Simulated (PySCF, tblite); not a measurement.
# C₃H₁₀NOSi radical: geometry, infrared bands and EPR parameters

Aim: predict the infrared bands and EPR parameters of C₃H₁₀NOSi radical (`CC[Si@@H](O)[N]C`).

The runs use tblite 0.8.0 and PySCF 2.14.0, with density-fitted response routines of our own; the level of theory stands in each step. All values are computed, except where a source is named. Atoms count from 0, in the outputs and in this text.

### 1 The starting structure

16 atoms, charge 0, multiplicity 2; geometry from: force field or distance geometry start.

Bonds of the start (Å): C0–C1 1.52, C1–Si2 1.88, Si2–O3 1.65, Si2–N4 1.75, N4–C5 1.46, C0–H6 1.09, C0–H7 1.09, C0–H8 1.10, C1–H9 1.08, C1–H10 1.09, Si2–H11 1.48, O3–H12 0.98, C5–H13 1.10, C5–H14 1.09, C5–H15 1.10.

### 2 Optimising the geometry with GFN2-xTB

Job settings and geometry (Å):

```
{"job": {"kind": "relax", "xc": "GFN2-xTB", "basis": "xTB"}, "charge": 0, "multiplicity": 2}
C     -1.902500    -0.601200    -0.485500
C     -1.106100     0.695100    -0.434100
Si     0.267600     0.745500     0.853100
O     -0.274800     0.448000     2.382900
N      1.413300    -0.558100     0.668700
C      2.158600    -0.500600    -0.587100
H     -1.279200    -1.454700    -0.739100
H     -2.682100    -0.514200    -1.247600
H     -2.398000    -0.810500     0.472900
H     -0.672200     0.875900    -1.409500
H     -1.792900     1.519300    -0.231500
H      0.951700     2.052500     0.833000
H      0.135000    -0.382200     2.707400
H      2.894300    -1.322000    -0.629300
H      1.532800    -0.605700    -1.475400
H      2.747000     0.421700    -0.690300
```

The run is started by

```
> OMP_NUM_THREADS=1 python probes_run.py task.json out
```

This one command runs all jobs of the session in turn.

Standard output:

```text
step      E/eV     max force
  0    -550.03638    2.573
  1    -550.19090    1.380
  2    -550.24404    0.675
  3    -550.26263    0.473
  4    -550.28352    0.367
  5    -550.29521    0.382
  6    -550.30970    0.386
  7    -550.32261    0.373
  8    -550.33957    0.411
  9    -550.35546    0.406
 10    -550.36842    0.280
 11    -550.37661    0.184
 12    -550.38141    0.194
 13    -550.38621    0.176
 14    -550.39075    0.189
 15    -550.39328    0.137
 16    -550.39459    0.086
 17    -550.39565    0.110
 18    -550.39685    0.132
 19    -550.39801    0.112
 20    -550.39879    0.062
 21    -550.39926    0.047
 22    -550.39967    0.064
 23    -550.40021    0.077
 24    -550.40088    0.082
 25    -550.40157    0.074
 26    -550.40220    0.064
 27    -550.40284    0.079
 28    -550.40356    0.098
 29    -550.40432    0.087
 30    -550.40501    0.064
 31    -550.40560    0.060
 32    -550.40617    0.053
 33    -550.40678    0.055
 34    -550.40736    0.057
 35    -550.40789    0.056
 36    -550.40838    0.057
 37    -550.40878    0.049
 38    -550.40907    0.039
 39    -550.40928    0.035
 40    -550.40950    0.035
 41    -550.40978    0.041
 42    -550.41009    0.063
 43    -550.41042    0.055
 44    -550.41074    0.047
 45    -550.41120    0.058
 46    -550.41161    0.067
 47    -550.41212    0.053
 48    -550.41239    0.077
 49    -550.41262    0.045
 50    -550.41284    0.039
 51    -550.41321    0.057
 52    -550.41334    0.036
 53    -550.41348    0.026
 54    -550.41359    0.028
 55    -550.41380    0.030
 56    -550.41401    0.053
 57    -550.41411    0.023
 58    -550.41419    0.040
 59    -550.41424    0.025
 60    -550.41435    0.022
 61    -550.41441    0.032
 62    -550.41448    0.031
 63    -550.41453    0.021
 64    -550.41459    0.016
 65    -550.41466    0.014
 66    -550.41471    0.013
 67    -550.41473    0.014
 68    -550.41475    0.014
 69    -550.41477    0.013
 70    -550.41480    0.013
 71    -550.41482    0.009
```

Wall time 0.81 s (1 thread of AMD EPYC, shared host).

Relaxation path: (not every step is listed)

```tsv
step	energy from step 0 (eV)	largest force (eV/Å)
0	0.0000	2.5729
1	-0.1545	1.3805
2	-0.2077	0.6747
3	-0.2262	0.4734
4	-0.2471	0.3674
5	-0.2588	0.3822
6	-0.2733	0.3864
7	-0.2862	0.3727
8	-0.3032	0.4114
13	-0.3498	0.1758
18	-0.3605	0.1318
23	-0.3638	0.0773
28	-0.3672	0.0979
33	-0.3704	0.0553
38	-0.3727	0.0389
43	-0.3740	0.0555
48	-0.3760	0.0772
53	-0.3771	0.0255
58	-0.3778	0.0402
63	-0.3782	0.0213
66	-0.3783	0.0127
67	-0.3783	0.0141
68	-0.3784	0.0136
69	-0.3784	0.0128
70	-0.3784	0.0127
71	-0.3784	0.0094
```

Distances of close pairs at the start and the end, largest changes first:

```tsv
bond	before (Å)	after (Å)	change (Å)
C1–Si2	1.883	1.959	+0.076
Si2–N4	1.745	1.671	-0.074
N4–C5	1.461	1.403	-0.058
O3–H12	0.981	0.953	-0.028
Si2–O3	1.650	1.627	-0.024
Si2–H11	1.475	1.462	-0.014
C0–H8	1.099	1.088	-0.011
C0–C1	1.522	1.512	-0.011
```

The next job starts from the end point, and lists it.

### 3 Infrared spectrum with GFN2-xTB

Job settings and geometry (Å):

```
{"job": {"kind": "ir", "xc": "GFN2-xTB", "basis": "xTB"}, "charge": 0, "multiplicity": 2}
C     -1.859282    -0.591233    -0.416678
C     -1.119029     0.726669    -0.421213
Si     0.339559     0.787506     0.884687
O     -0.256536     0.455419     2.361182
N      1.346040    -0.445811     0.375120
C      2.256789    -0.551806    -0.686923
H     -1.195681    -1.408919    -0.686051
H     -2.683079    -0.566374    -1.132299
H     -2.274061    -0.793593     0.568146
H     -0.703789     0.932440    -1.404786
H     -1.792504     1.538949    -0.157587
H      0.681409     2.203005     1.009328
H     -0.242319    -0.446244     2.669917
H      2.881068    -1.435782    -0.520566
H      1.717949    -0.723368    -1.628861
H      2.895869     0.328087    -0.824827
```

Standard output:

```text
mode    cm-1     km/mol
  1      40.4      0.16
  2      55.1      2.91
  3      91.3      4.76
  4     160.9      5.86
  5     166.3      4.57
  6     183.6      3.01
  7     218.4     80.75
  8     243.2      7.81
  9     296.2     49.95
 10     336.1     34.19
 11     549.1      6.58
 12     584.1      6.53
 13     692.6     10.63
 14     724.7     17.73
 15     778.6    148.78
 16     849.8    180.19
 17     911.1    213.89
 18     960.3     32.11
 19    1001.1     11.01
 20    1009.6     14.93
 21    1087.2     23.20
 22    1101.7      4.22
 23    1202.5    223.65
 24    1236.2      2.22
 25    1294.2     13.25
 26    1387.1     16.88
 27    1406.0      2.59
 28    1435.0     14.91
 29    1462.0     23.39
 30    1468.8     17.01
 31    1490.5      3.43
 32    1501.1      1.34
 33    2247.8    277.04
 34    2857.2     16.71
 35    2892.6     65.75
 36    2932.5     27.98
 37    2978.3     31.30
 38    3005.1     31.77
 39    3012.1     35.75
 40    3034.4     47.42
 41    3041.7     24.72
 42    3679.4     19.01
```

Run time: 0.89 s. Hardware: 1 thread of AMD EPYC, shared host.

Which atoms move in the most intense modes:

```tsv
cm⁻¹	km/mol	atoms
218	80.8	H12 55 %, N4 21 %
296	50.0	N4 22 %, Si2 14 %, O3 13 %, H12 13 %
779	148.8	N4 20 %, O3 18 %, H12 17 %, Si2 17 %
850	180.2	H12 60 %, Si2 13 %
911	213.9	O3 40 %, Si2 39 %
1202	223.7	H9 24 %, H10 22 %, N4 15 %, C1 13 %
2248	277.0	H11 97 %
2893	65.8	H15 81 %
```

### 4 g tensor and hyperfine couplings: B3LYP/pcH-1

The job, as its differences from that of step 3:

```diff
@@ -1,2 +1,2 @@
-{"job": {"kind": "ir", "xc": "GFN2-xTB", "basis": "xTB"}, "charge": 0, "multiplicity": 2}
+{"job": {"kind": "epr", "basis": "pcH-1"}, "charge": 0, "multiplicity": 2}
 C     -1.859282    -0.591233    -0.416678
```

With the program's defaults for keys left out, this is: UKS B3LYP, pcH-1 on C H N O Si, non-relativistic, mean-field spin-orbit, GIAO.

Standard output:

```text
UKS, coarse grid
  cycle   1  E = -539.68997004  |g| = 6.28e-01
  cycle   2  E = -539.49113759  |g| = 9.67e-01
  cycle   3  E = -539.83881771  |g| = 9.07e-02
  cycle   4  E = -539.84137468  |g| = 5.03e-02
  cycle   5  E = -539.84255157  |g| = 8.68e-03
  cycle   6  E = -539.84259679  |g| = 4.45e-03
  cycle   7  E = -539.84260745  |g| = 2.46e-03
  cycle   8  E = -539.84261118  |g| = 7.87e-04
UKS, final grid
  cycle   1  E = -539.84263250  |g| = 1.11e-03
  cycle   2  E = -539.84263180  |g| = 1.75e-03
  cycle   3  E = -539.84263338  |g| = 2.11e-04
  cycle   4  E = -539.84263346  |g| = 1.30e-04
  cycle   5  E = -539.84263362  |g| = 8.42e-05
  cycle   6  E = -539.84263365  |g| = 3.49e-05
  cycle   7  E = -539.84263366  |g| = 2.42e-05
E = -539.84263366 Eh   <S^2> = 0.7544 (exact 0.7500)
g shifts (ppm)      1          2          3
  rmc          -195       -195       -195
  gc             -7         35         38
  oz_so          47       1843       9178
  total        -155       1683       9021
hyperfine (MHz)  atom isotope    a_iso     a_fc   dipolar eigenvalues
    0   13C      -3.31      -3.31     -0.75     -0.22      0.97
    1   13C      46.86      46.87     -9.33     -8.99     18.32
    2  29Si      50.60      50.68     -4.23     -0.93      5.15
    3   17O       0.94       0.94     -2.08      0.50      1.58
    4   14N      29.99      29.79    -38.94    -37.59     76.53
    5   13C     -30.73     -30.79     -4.57      1.54      3.02
    6    1H      -0.19      -0.19     -3.42     -2.40      5.82
    7    1H       6.04       6.04     -1.57     -0.74      2.31
    8    1H       1.99       1.99     -1.97     -1.08      3.05
    9    1H      -6.86      -6.86     -5.67     -0.12      5.79
   10    1H      17.92      17.92     -5.11     -1.07      6.18
   11    1H      31.85      31.85     -2.89     -2.19      5.08
   12    1H      -0.43      -0.43     -3.09     -2.46      5.55
   13    1H      48.00      47.98     -5.88     -4.55     10.44
   14    1H     195.35     195.34     -6.63     -3.20      9.83
   15    1H      41.40      41.38     -5.32     -4.14      9.47
```

Wall time 1.8 min (1 thread of AMD EPYC, shared host); peak memory 0.96 GiB.

Principal g values 2.00216, 2.00400, 2.01134; g(iso) = 2.00584, against 2.00232 for a free electron.

Hyperfine couplings; where a row names several nuclei, a(iso) is their mean (it holds for fast rotation or exchange) and the dipolar term the largest among them:

```tsv
nuclei	isotope	a(iso) (MHz)	a(iso) (G, at g = 2.0023)	largest dipolar term (MHz)
H13, H14, H15	1H	94.9	33.9	10.4
Si2	29Si	50.6	18.1	5.2
C1	13C	46.9	16.7	18.3
H11	1H	31.8	11.4	5.1
C5	13C	-30.7	-11.0	-4.6
N4	14N	30.0	10.7	76.5
H10	1H	17.9	6.4	6.2
H9	1H	-6.9	-2.4	5.8
C0	13C	-3.3	-1.2	1.0
H6, H7, H8	1H	2.6	0.9	5.8
O3	17O	0.9	0.3	-2.1
H12	1H	-0.4	-0.2	5.5
```

Mulliken spin populations:

C0 0.00; C1 0.10; Si2 -0.03; O3 0.00; N4 0.86; C5 -0.06; H6 0.00; H7 0.00; H8 0.00; H9 0.00; H10 0.01; H11 0.02; H12 0.00; H13 0.02; H14 0.08; H15 0.02

In first order the couplings over 0.8 MHz of 1H, 14N give 384 distinct lines over 146.0 G, if the averaged nuclei exchange fast.

Orbitals, density, ELF and potential are computed afterwards from the orbital file.

ELF in a plane through or near 5 of the atoms.

Values, 10 rows by 14 columns:
```
0.00 0.00 0.00 0.00 0.00 0.00 0.00 0.00 0.00 0.00 0.00 0.00 0.00 0.00
0.00 0.00 0.00 0.00 0.00 0.00 0.05 0.31 0.24 0.02 0.00 0.00 0.00 0.00
0.00 0.00 0.00 0.00 0.00 0.01 0.46 0.87 0.88 0.48 0.00 0.00 0.00 0.00
0.00 0.00 0.00 0.00 0.10 0.20 0.33 0.85 0.84 0.42 0.00 0.00 0.00 0.00
0.00 0.00 0.03 0.07 0.37 0.65 0.71 0.13 0.11 0.04 0.17 0.01 0.00 0.00
0.00 0.01 0.28 0.79 0.32 0.76 0.58 0.07 0.37 0.77 0.75 0.07 0.00 0.00
0.00 0.00 0.30 0.62 0.81 0.65 0.01 0.17 0.85 0.33 0.91 0.30 0.01 0.00
0.00 0.00 0.00 0.04 0.83 0.91 0.00 0.10 0.40 0.62 0.99 0.58 0.00 0.00
0.00 0.00 0.00 0.00 0.01 0.00 0.00 0.00 0.01 0.03 0.06 0.00 0.00 0.00
0.00 0.00 0.00 0.00 0.00 0.00 0.00 0.00 0.00 0.00 0.00 0.00 0.00 0.00
```
The map spans 11.3 Å across and 9.8 Å up, centred on the molecule. Atoms in the plane (x, y in Å): C0 (1.7, -0.9), O3 (0.6, 2.3), N4 (-1.3, 0.4), C5 (-2.4, -0.5), H7 (2.5, -1.6).

On the surface of density 0.002 e/bohr³ the electrostatic potential runs, from the 1st to the 99th percentile, from -1.56 V near O3 to 1.83 V near H12.

The spin density lies nearest to N4 71 %; H14 7 %; C1 7 %.

### 5 Results

| quantity | value |
| --- | --- |
| strongest single infrared mode (GFN2-xTB) | 2248 cm⁻¹, 277 km/mol |
| zero-point energy (GFN2-xTB) | 79.5 kcal/mol |
| g(iso) (B3LYP) | 2.00584 |
| ⟨S²⟩ | 0.754 (exact 0.75) |
| largest a(iso) (averaged by class) | 1H on H13, H14, H15, 94.9 MHz |
| surface potential, 1st and 99th percentile | -1.56 V and 1.83 V |

**Reading.** Over 71 steps the energy fell by 0.378 eV; of the close pairs, C1–Si2 changed most, 1.883 to 1.959 Å. All 42 modes are real, so the xTB geometry is a minimum. The strongest single mode, at 2248 cm⁻¹, moves mainly H11. Unscaled tight-binding wavenumbers are off by several per cent, some by more. Its intensities can rank the bands wrongly. N4 carries the largest spin population, 0.86 e. The isotropic g lies 3.5 ppt above the free-electron value.
